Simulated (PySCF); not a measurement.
# [GdCl4]−: other functionals and bases at one geometry

The task here is to estimate one member of a computed series from the others.

Method: several levels, as the steps say, no spin–orbit coupling; program: PySCF 2.14.0.

1 further run of the same task is left out (for a known fault of the program).

### Starting geometry

5 atoms, charge -1, spin multiplicity 1.

Bond lengths: Gd1–Cl2 2.557 Å, Gd1–Cl3 2.557 Å, Gd1–Cl4 2.557 Å, Gd1–Cl5 2.557 Å. Angles: Cl2–Gd1–Cl3 109.5°, Cl2–Gd1–Cl4 109.5°, Cl2–Gd1–Cl5 109.5°, Cl3–Gd1–Cl4 109.5°, Cl3–Gd1–Cl5 109.5°, Cl4–Gd1–Cl5 109.5°.

Coordinates:

```
Gd    0.00000    0.00000    0.00000
Cl    1.47646    1.47646    1.47646
Cl   -1.47646   -1.47646    1.47646
Cl    1.47646   -1.47646   -1.47646
Cl   -1.47646    1.47646   -1.47646
```

Formal oxidation states: Gd +3. Each metal's 7 4f electrons lie in its core potential, so multiplicities, spins and levels count the valence alone. An earlier session relaxed this geometry at PBE0, Gd lcecp-1-SVP with ECP53, Cl def2-SVP (singlet, point group Td).

At PBE0 on the finer grid: E = -1875.981143 Eh, HOMO -4.53 eV, LUMO 3.35 eV, Mulliken charge on Gd1 +0.75 e, largest force component 0.002 eV/Å. 

Levels to run: M06-L; TPSS; PBE0, TZVP. Hardware: 2 threads of Arm Neoverse V2, shared host.

The first run:

run.py (the lines that set the calculation) reads:

```python
mol = gto.M(atom='''
Gd     0.00000     0.00000     0.00000
Cl     1.47646     1.47646     1.47646
Cl    -1.47646    -1.47646     1.47646
Cl     1.47646    -1.47646    -1.47646
Cl    -1.47646     1.47646    -1.47646''',
    basis={'Gd': 'lcecp-1-SVP', 'Cl': 'def2-SVP'},
    ecp={'Gd': 'lcecp-1-SVP'},
    charge=-1, spin=0)
mf = dft.RKS(mol, xc='M06L')
mf.grids.atom_grid = (75, 302)  # f atoms: unpruned, at least (60, 302)
mf = mf.density_fit()  # fitting sets: Gd AutoAux, Cl def2-universal-JKFIT
mf.conv_tol = 1e-08; mf.max_cycle = 55
mf.kernel(dm0)  # dm0: the density of the relaxed state
```

Launch:

```bash
> OMP_NUM_THREADS=2 python run.py
```

Steps of the session up to this table: M06-L; TPSS; PBE0, TZVP.

One table of the session follows, with a row left open; its other results are not shown here.

| level | HOMO (eV) | gap (eV) | charge on Gd1 (e) | largest force component (eV/Å) |
| --- | --- | --- | --- | --- |
| PBE0 (relaxed here) | -4.53 | 7.88 | 0.75 | 0.00 |
| M06-L | -3.44 | 6.60 | 1.02 | 0.10 |
| TPSS | -3.26 | 6.27 | 0.71 | 0.10 |
| PBE0, TZVP | ? | ? | ? | ? |

Q: Estimate the row for PBE0, TZVP from the others.

As computed: HOMO (eV): -4.79; gap (eV): 8.02; charge on Gd1 (e): 1.31; largest force component (eV/Å): 0.01. In the column «HOMO (eV)» it is the lowest.

In one basis the HOMO–LUMO gap runs from 6.27 eV (TPSS) to 7.88 eV (PBE0). The largest leftover force, 0.10 eV/Å with M06-L, stands at a geometry relaxed at another level. With 4f in the core, its levels are missing from HOMO and gap, and its count is fixed, so no charge can pass from the ligands into it. Total energies of different levels can't be compared.
